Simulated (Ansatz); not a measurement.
# BH3OSSi, SMILES S[SiH]1BO1: a comparison of dispersion corrections

Program: the Python package of Ansatz (0.2.0).

Interactive session:
```pycon
>>> import ansatz
>>> GEOMETRY = """
... S    -1.99140   -0.01420    0.68280
... Si    0.02600    0.48130    0.32690
... B     1.15230   -1.10200   -0.03830
... O     0.61570   -0.28160   -1.06700
... H    -2.40370    0.48680   -0.62410
... H     0.45550    1.90450    0.23640
... H     2.20680   -1.54280    0.43760
... """
>>> molecule = ansatz.Crystal.molecule()
>>> for line in GEOMETRY.strip().splitlines():
...     symbol, *xyz = line.split()
...     molecule = molecule.atom(symbol, [float(v) for v in xyz])
...
>>> calculation = molecule.calculation().basis(gaussian="def2-SVP")
>>> for name in ["r2scan", "blyp"]:
...     for correction in ("d3bj", "d4"):
...         report = calculation.functional(name, dispersion=correction).run(threads=1).report
...         print(f"{name:8s} {correction:5s} total {report['free_energy_ev']:.5f} eV, of which dispersion {1000 * report['dispersion']['energy']['ev']:.2f} meV")
...
DeckWarning: the engine holds no damping parameters fitted to this dispersion correction and functional, so the run takes those fitted to r2scan beside the three-body term, which d3bj leaves out (hamiltonian.dispersion, under Limitations)
r2scan   d3bj  total -21474.23487 eV, of which dispersion -41.59 meV
r2scan   d4    total -21474.22945 eV, of which dispersion -36.18 meV
blyp     d3bj  total -21476.52714 eV, of which dispersion -347.91 meV
blyp     d4    total -21476.53131 eV, of which dispersion -352.07 meV
```

Reading the output:
- Total energies depend on the basis set; only differences at equal settings carry meaning.
- Warnings are shown shortened and without file and line.
- The geometry is a force-field or estimated start, not a minimum of this method, and the basis set is short of its limit. D4 holds the three-body term, and d3bj doesn't.
- A dispersion term here runs with damping parameters fitted for another variant or functional.
- Hardware and time: 12 s on 1 thread of Arm Neoverse V1 (shared host), peak memory 0.18 GiB.
